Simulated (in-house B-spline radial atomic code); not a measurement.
**Ne⁹⁺: other nuclei and constants**

Aim: how the energy and levels of Ne⁹⁺ answer to the model or size of the nucleus and the nuclear charge and the speed of light.

Program: in-house B-spline radial atomic code version 1. Level of theory: Dirac-Hartree-Fock, average of configuration, Fermi nucleus, basis-set limit. These are calculated values, not measurements, unless marked.

## Step 1: The system

```
element       : neon (Z = 10)
charge        : +9
electrons     : 1
configuration : 1s1
Hamiltonian   : Dirac-Coulomb
nucleus       : Fermi, rms radius 3.006 fm
```

Input settings:

```ini
Z = 10
electrons = 1.0
configuration = 1s1
hamiltonian = dirac
method = hf
spin_polarised = False
nucleus = fermi
rms_radius = 3.0055
mass_number = 20
atomic_mass = 19.99244017525
speed_of_light = 137.035999084
```

From the earlier run of the reference: total energy -50.066720 hartree (electron-nucleus part -100.2672, recoil term 0.001373799). Levels, eight at most:

```csv
orbital,occupation,energy (eV),<r> (bohr)
1s1/2,1,-1362.38,0.1497
```

## Step 2: Rms radius × 0.98

Input settings:

```ini
Z = 10
electrons = 1.0
configuration = 1s1
hamiltonian = dirac
method = hf
spin_polarised = False
nucleus = fermi
rms_radius = 2.9454
mass_number = 20
atomic_mass = 19.99244017525
speed_of_light = 137.035999084
```

## Step 3: Rms radius × 1.02

The settings differ from step 2 so:

```diff
@@ -7,3 +7,3 @@
 nucleus = fermi
-rms_radius = 2.9454
+rms_radius = 3.0656
 mass_number = 20
```

## Step 4: Speed of light × 0.9

Input settings:

```ini
Z = 10
electrons = 1.0
configuration = 1s1
hamiltonian = dirac
method = hf
spin_polarised = False
nucleus = fermi
rms_radius = 3.0055
mass_number = 20
atomic_mass = 19.99244017525
speed_of_light = 123.3323991756
```

## Step 5: Speed of light × 1.02

The settings differ from step 4 so:

```diff
@@ -10,2 +10,2 @@
 atomic_mass = 19.99244017525
-speed_of_light = 123.3323991756
+speed_of_light = 139.77671906568
```

## Step 6: Speed of light × 0.98

The settings differ from step 5 so:

```diff
@@ -10,2 +10,2 @@
 atomic_mass = 19.99244017525
-speed_of_light = 139.77671906568
+speed_of_light = 134.29527910232
```

## Step 7: Speed of light × 2

The settings differ from step 6 so:

```diff
@@ -10,2 +10,2 @@
 atomic_mass = 19.99244017525
-speed_of_light = 134.29527910232
+speed_of_light = 274.071998168
```

## Step 8: Speed of light × 100

The settings differ from step 7 so:

```diff
@@ -10,2 +10,2 @@
 atomic_mass = 19.99244017525
-speed_of_light = 274.071998168
+speed_of_light = 13703.5999084
```

## Step 9: Nuclear charge +0.1

The settings differ from step 8 so:

```diff
@@ -1,2 +1,2 @@
-Z = 10
+Z = 10.1
 electrons = 1.0
@@ -10,2 +10,2 @@
 atomic_mass = 19.99244017525
-speed_of_light = 13703.5999084
+speed_of_light = 137.035999084
```

## Step 10: Nuclear charge +0.5

The settings differ from step 9 so:

```diff
@@ -1,2 +1,2 @@
-Z = 10.1
+Z = 10.5
 electrons = 1.0
```

**Question.** By how much, and in which direction, does each change move the total energy and the levels?

**Answer**, as computed:

All values are changes from the reference run; energy changes under 1e-06 eV count as noise.

| change | Δ total energy (eV) | Δ 1s1/2 level (eV) |
| --- | --- | --- |
| rms radius × 0.98 | -2.408e-05 | -2.408e-05 |
| rms radius × 1.02 | +2.456e-05 | +2.456e-05 |
| speed of light × 0.9 | -0.4274 | -0.4274 |
| speed of light × 1.02 | +0.0707 | +0.0707 |
| speed of light × 0.98 | -0.07509 | -0.07509 |
| speed of light × 2 | +1.363 | +1.363 |
| speed of light × 100 | +1.816 | +1.816 |
| nuclear charge +0.1 | -27.42 | -27.42 |
| nuclear charge +0.5 | -139.9 | -139.9 |

The largest shift, -139.9 eV, belongs to the run "nuclear charge +0.5". With the speed of light a hundred times larger relativity all but vanishes, so that run measures the relativistic lowering of the energy: 1.816 eV. A radius 2 % larger raises the energy by 2.46e-05 eV, and one 2 % smaller lowers it by 2.41e-05 eV. Adding 0.1 to the nuclear charge changes the energy by -1.0077 hartree; 0.1 times the Hellmann-Feynman slope (electron-nucleus energy over Z) gives -1.0027 hartree to first order.
